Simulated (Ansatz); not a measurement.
# CH9BSSi2: basis-set convergence

The task here is to estimate one member of a computed series from the others.

Method: one geometry, several basis sets; program: Ansatz 0.2.0, Gaussian basis.

Plan: PBE0-D4/def2-SVP; ωB97M-V/def2-SVP; PBE0-D4/def2-QZVPP; ωB97M-V/def2-QZVPP; the functionals' def2-TZVPP values are taken from earlier runs.

## The relaxed structure

All runs share one geometry, relaxed beforehand with PBE0-D4 in a triple-zeta def2 set.

SMILES `B[SiH2]CS[SiH3]`, 14 atoms, charge 0, spin multiplicity 1.

Atoms are counted from 1 here; the program's logs count them from 0.

Bond lengths: B1–Si2 2.011 Å, B1–H6 1.197 Å, B1–H7 1.197 Å, Si2–C3 1.887 Å, Si2–H8 1.490 Å, Si2–H9 1.493 Å, C3–S4 1.828 Å, C3–H10 1.093 Å, C3–H11 1.093 Å, S4–Si5 2.125 Å, Si5–H12 1.486 Å, Si5–H13 1.488 Å, Si5–H14 1.483 Å. Angles: Si2–B1–H6 119.5°, Si2–B1–H7 123.5°, H6–B1–H7 117.1°, B1–Si2–C3 114.7°, B1–Si2–H8 110.4°, B1–Si2–H9 106.8°, C3–Si2–H8 108.3°, C3–Si2–H9 108.9°, H8–Si2–H9 107.6°, Si2–C3–S4 112.9°, Si2–C3–H10 111.9°, Si2–C3–H11 109.7°, S4–C3–H10 110.1°, S4–C3–H11 105.5°, H10–C3–H11 106.4°, C3–S4–Si5 100.8°, S4–Si5–H12 113.1°, S4–Si5–H13 110.0° and more.

The first run:

Contents of in.yaml:

```yaml
crystal:
  periodic: [false, false, false]
  atoms:
    - {symbol: B, position_ang: [-1.516896, 2.196961, 1.297064]}
    - {symbol: Si, position_ang: [-1.207212, 0.545416, 0.192799]}
    - {symbol: C, position_ang: [0.085390, -0.638451, 0.891332]}
    - {symbol: S, position_ang: [0.329877, -2.119862, -0.151224]}
    - {symbol: Si, position_ang: [1.742318, -1.386907, -1.559922]}
    - {symbol: H, position_ang: [-2.407926, 2.940954, 1.006764]}
    - {symbol: H, position_ang: [-0.836525, 2.501738, 2.233072]}
    - {symbol: H, position_ang: [-2.481969, -0.205077, 0.014166]}
    - {symbol: H, position_ang: [-0.762437, 1.006629, -1.155987]}
    - {symbol: H, position_ang: [1.042709, -0.140256, 1.064995]}
    - {symbol: H, position_ang: [-0.246762, -1.016346, 1.861622]}
    - {symbol: H, position_ang: [1.191548, -0.319310, -2.434835]}
    - {symbol: H, position_ang: [2.927996, -0.833859, -0.850236]}
    - {symbol: H, position_ang: [2.127086, -2.560731, -2.380911]}
basis:
  gaussian: {orbitals: def2-SVP}
hamiltonian: {xc: pbe0, dispersion: d4}
output: {orbitals: {seedname: orbitals}}
```

The run is started by

```
> ansatz run in.yaml --threads 4 --pin off --events-out ev --progress --plain --max-ram 10444MiB
```

Among the steps run: PBE0-D4 in def2-SVP; ωB97M-V in def2-SVP; PBE0-D4 in def2-QZVPP; ωB97M-V in def2-QZVPP.

One table of the session follows, with a row left open; its other results are not shown here.

It belongs to the step «Density functionals: the series». 

```
functional       basis  HOMO (eV)  LUMO (eV)
   PBE0-D4    def2-SVP      -6.69      -2.48
   PBE0-D4  def2-TZVPP      -6.76      -2.53
   PBE0-D4  def2-QZVPP      -6.77      -2.54
   ωB97M-V    def2-SVP          ?          ?
   ωB97M-V  def2-TZVPP      -8.90      -0.58
   ωB97M-V  def2-QZVPP      -8.92      -0.62
```

Q: Estimate the row for ωB97M-V, def2-SVP from the others.

As computed: HOMO (eV): -8.79; LUMO (eV): -0.41. In the column «HOMO (eV)» it lies between ωB97M-V, def2-TZVPP (-8.90) and PBE0-D4, def2-QZVPP (-6.77).
